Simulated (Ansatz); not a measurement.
**U-wB97M-V/STO-3G run of AlHSCl (SMILES [SH][Al][Cl])**

What is the electronic atomisation energy of AlHSCl at U-wB97M-V/STO-3G? 

Program for the calculation: Ansatz 0.2.0.

73 further runs of the same task are left out: 8 that didn't finish, 65 set aside as unsound or not needed.

## (1) The molecule

AlHSCl: 4 atoms, total charge 0, spin state doublet. As SMILES, `[SH][Al][Cl]`. The coordinates come from a PBE0-D4/def2-TZVP relaxation.

Bond lengths: S1–Al2 2.193 Å, Al2–Cl3 2.107 Å, S1–H4 1.345 Å. Angles: S1–Al2–Cl3 115.5°, Al2–S1–H4 92.8°.

## (2) The energy at U-wB97M-V/STO-3G

Input file input.yaml:

```yaml
crystal:
  periodic: [false, false, false]
  atoms:
    - symbol: S
      position_ang: [0.439800, 0.984900, -0.744700]
    - symbol: Al
      position_ang: [-0.394100, -0.525900, 0.609100]
    - symbol: Cl
      position_ang: [0.226200, -2.507400, 0.251000]
    - symbol: H
      position_ang: [-0.216400, 1.988100, -0.135600]
basis:
  gaussian: {orbitals: STO-3G}
magnetization: {spin_polarized: true, initial_magnetization: 1}
hamiltonian: {xc: {name: wB97M-V}}
accuracy: high
```

On the command line:

```
$ ansatz run input.yaml --threads 1 --pin off --max-ram 2610MiB --events-out events.jsonl --progress --plain --runs-dir runs
```

The program printed:

```text
Warning: RAYON_NUM_THREADS=1 ignored (pool sized by the plan → 1); use --threads N
Functional definition: wB97M-V
  name "wB97M-V"
  parameter omega = 0.3/bohr
  parameter cx = 0.15
  parameter cx01 = 1.007
  parameter cx10 = 0.259
  parameter css00 = 0.443
  parameter css04 = -1.437
  parameter css10 = -4.535
  parameter css20 = -3.390
  parameter css43 = 4.278
  parameter cos00 = 1.000
  parameter cos10 = 1.358
  parameter cos20 = 2.924
  parameter cos21 = -8.812
  parameter cos60 = -1.390
  parameter cos61 = 9.142
  parameter b = 6.0
  parameter c = 0.01
  gx(w, u) = 1 - cx + cx01*u + cx10*w
  gss(w, u) = css00 + css04*u^4 + css10*w + css20*w^2 + css43*w^4*u^3
  gos(w, u) = cos00 + cos10*w + (cos20 + cos21*u)*w^2 + (cos60 + cos61*u)*w^6
  exchange = spin_sum(e_x_unif_sr(omega)*gx(b97_w, b97_u_x)) + cx*exact_x_sr(omega) + exact_x_lr(omega)
  correlation = spin_sum(e_c_pw_mod_same_spin*gss(b97_w, b97_u_same))
      + integral(e_c_pw_mod_opposite_spin*gos(b97_w_opposite, b97_u_opposite)) + vv10(b, c)
501 factors; integrals over basis functions are off by at most 4.8e-9 eV
167 factors; integrals over basis functions are off by at most 1.2e-9 eV
mean field evaluation 1: about -29637.4851 eV, gradient 1.4e1 eV
mean field evaluation 2: about -29639.2982 eV, gradient 7.1e0 eV
mean field evaluation 4: about -29639.7288 eV, gradient 3.8e-1 eV
mean field evaluation 8: about -29639.7246 eV, gradient 7.9e-3 eV
mean field evaluation 16: about -29639.7246 eV, gradient 2.3e-6 eV
mean field -29639.72458290 eV, -1089.2397878946 hartree, gradient 6.9e-8 eV, S^2 0.752590; 0 other end points of the search recorded, 0 dependent functions left out
reference -29639.72458520 eV, -1089.2397879791 hartree; 24, 23 occupied and 4, 5 virtual orbitals, 501 factors
Total energy: -29639.72458520 eV, -1089.2397879791 hartree
```

Wall time 35 s (1 thread of Arm Neoverse V1, shared host); peak memory 0.6 GiB.

## (3) The Al atom at the same level

Input file molecule.yaml:

```yaml
crystal:
  periodic: [false, false, false]
  atoms:
    - symbol: Al
      position_ang: [0.000000, 0.000000, 0.000000]
basis:
  gaussian:
    orbitals: STO-3G
magnetization:
  spin_polarized: true
  initial_magnetization: 1
hamiltonian:
  xc: {name: wB97M-V}
accuracy: high
```

Run the same way, it converges to -239.34738 Eh (log not shown).

## (4) The Cl atom, same level

Input file run.yaml:

```yaml
crystal:
  periodic: [false, false, false]
  atoms:
    - {symbol: Cl, position_ang: [0.000000, 0.000000, 0.000000]}
basis:
  gaussian: {orbitals: STO-3G}
total_charge: 0
hamiltonian: {xc: {name: wB97M-V}}
accuracy: high
magnetization: {spin_polarized: true, initial_magnetization: 1}
```

Run the same way, it converges to -455.16968 Eh (log not shown).

## (5) The H atom at the same level

Input file input.yaml:

```yaml
basis:
  gaussian: {orbitals: STO-3G}
crystal:
  periodic: [false, false, false]
  atoms:
    - {symbol: H, position_ang: [0.000000, 0.000000, 0.000000]}
accuracy: high
hamiltonian: {xc: {name: wB97M-V}}
magnetization: {spin_polarized: true, initial_magnetization: 1}
```

Run the same way, it converges to -0.45654 Eh (log not shown).

## (6) The S atom

Input file job.yaml:

```yaml
crystal:
  periodic: [false, false, false]
  atoms:
    - {symbol: S, position_ang: [0.000000, 0.000000, 0.000000]}
basis:
  gaussian:
    orbitals: STO-3G
magnetization:
  spin_polarized: true
  initial_magnetization: 2
hamiltonian:
  xc: {name: wB97M-V}
accuracy: high
```

On the command line:

```
$ ansatz run job.yaml --threads 1 --pin off --max-ram 2610MiB --events-out events.jsonl --progress --plain --runs-dir runs
```

The program printed, cut to the lines that bear on the results:

```text
Warning: RAYON_NUM_THREADS=1 ignored (pool sized by the plan → 1); use --threads N
Functional definition: wB97M-V
  name "wB97M-V"
[...]
  gx(w, u) = 1 - cx + cx01*u + cx10*w
  gss(w, u) = css00 + css04*u^4 + css10*w + css20*w^2 + css43*w^4*u^3
  gos(w, u) = cos00 + cos10*w + (cos20 + cos21*u)*w^2 + (cos60 + cos61*u)*w^6
[...]
      + integral(e_c_pw_mod_opposite_spin*gos(b97_w_opposite, b97_u_opposite)) + vv10(b, c)
42 factors; integrals over basis functions are off by at most 2.4e-9 eV
23 factors; integrals over basis functions are off by at most 1.2e-9 eV
[...]
mean field -10713.38814719 eV, -393.7097526141 hartree, gradient 6.3e-8 eV, S^2 2.000000; 0 other end points of the search recorded, 0 dependent functions left out
reference -10713.38814830 eV, -393.7097526548 hartree; 9, 7 occupied and 0, 2 virtual orbitals, 42 factors
Total energy: -10713.38814830 eV, -393.7097526548 hartree
```

Run time: 2.9 s. Hardware: 1 thread of Arm Neoverse V1, shared host; peak memory 0.21 GiB.

## (7) Results

At U-wB97M-V/STO-3G:

| quantity | value |
| --- | --- |
| molecule: total energy | -1089.23979 Eh |
| molecule: ⟨S²⟩ | 0.753 |
| Al atom: total energy | -239.34738 Eh |
| Al atom: ⟨S²⟩ | 0.750 |
| Cl atom: total energy | -455.16968 Eh |
| Cl atom: ⟨S²⟩ | 0.750 |
| H atom: total energy | -0.45654 Eh |
| H atom: ⟨S²⟩ | 0.750 |
| S atom: total energy | -393.70975 Eh |
| S atom: ⟨S²⟩ | 2.000 |
| electronic atomisation energy | 15.141 eV |

**Reading.** Taking the molecule apart into free atoms costs 15.14 eV (349 kcal/mol), before zero-point energy and without spin-orbit coupling. In a minimal basis such a difference can be off by several eV, whatever the method.
